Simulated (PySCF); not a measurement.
**C₃H₆F₂Si: geometry, spin-spin couplings**

What spin-spin couplings should C₃H₆F₂Si (`F[C@@H]1C[C@@H](F)[SiH2]1`) show?

The runs use PySCF 2.14.0, with density-fitted response routines of our own; the level of theory stands in each step. All values are computed, except where a source is named. Atoms count from 0, in the outputs and in this text.

## 1. The starting structure

12 atoms, charge 0, multiplicity 1; geometry from: GFN2-xTB. The atoms were then displaced at random by about 0.01 Å, so the start is not that level's minimum.

Bonds of the start (Å): F0–C1 1.39, C1–C2 1.55, C2–C3 1.52, C3–F4 1.41, C3–Si5 1.91, Si5–C1 1.95, C1–H6 1.10, C2–H7 1.08, C2–H8 1.10, C3–H9 1.10, Si5–H10 1.44, Si5–H11 1.47.

## 2. Geometry optimisation at PBE0-D3(BJ)/def2-SVP

The job: settings as JSON, then the geometry in Å.

```
{"job": {"xc": "PBE0", "basis": "def2-SVP", "d3": "d3bj", "grid": 1, "shake": 0.01, "kind": "geom"}, "charge": 0, "multiplicity": 1}
F      1.705680    -0.615460    -1.336510
C      1.040650    -0.564800    -0.111570
C     -0.446070    -0.986600    -0.251490
C     -1.087460     0.377490    -0.051500
F     -2.081110     0.323110     0.941640
Si     0.546030     1.239380     0.425120
H      1.654580    -1.204760     0.540560
H     -0.618250    -1.443510    -1.210310
H     -0.716160    -1.666720     0.569310
H     -1.650290     0.726410    -0.927940
H      0.992680     2.289760    -0.456480
H      0.699400     1.497440     1.860160
```

Started as:

```console
$ OMP_NUM_THREADS=1 python probes_run.py task.json out
```

One launch serves the whole session: the jobs run in the order shown.

**Question.** This job is followed by: B3LYP/cc-pVTZ indirect spin-spin coupling, non-relativistic, gas phase; B3LYP/6-31G* indirect spin-spin coupling, non-relativistic, gas phase. What will the session give for the following? point group; rotational constants (main isotopes); largest coupling of the table (B3LYP/cc-pVTZ); range of J(F0,C1), mean over like pairs.

**Answer**, as computed:

| quantity | value |
| --- | --- |
| point group | C1 |
| rotational constants (main isotopes) | 4.60, 2.17, 1.73 GHz |
| largest coupling of the table (B3LYP/cc-pVTZ) | 1J(F,C) F0–C1, -253.4 Hz (mean over like pairs) |
| range of J(F0,C1), mean over like pairs | -253.4 to -209.3 Hz |

What this shows: The start of the PBE0/def2-SVP relaxation was shaken at random by about 0.01 Å, so part of the energy gained, and of the first lengths quoted, undoes that. Over 13 steps the energy fell by 0.275 eV; of the close pairs, Si5–H10 changed most, 1.442 to 1.492 Å. No frequency check was run at this level, so the end point may be a saddle. Of the pairs tabulated at B3LYP/cc-pVTZ, F0–C1 (mean over like pairs) couples most strongly (-253.4 Hz; Fermi contact -301.3 Hz). Couplings across rotatable bonds belong to this one conformer; where others are populated, the observed values are averages. Density functionals describe couplings to fluorine poorly, F–F couplings above all, so those rows are rough. The coupling F0–C1, as a mean over pairs of its kind, runs from -253.4 Hz (B3LYP/cc-pVTZ) to -209.3 Hz (B3LYP/6-31G*). Couplings from bases without tight functions are rough.
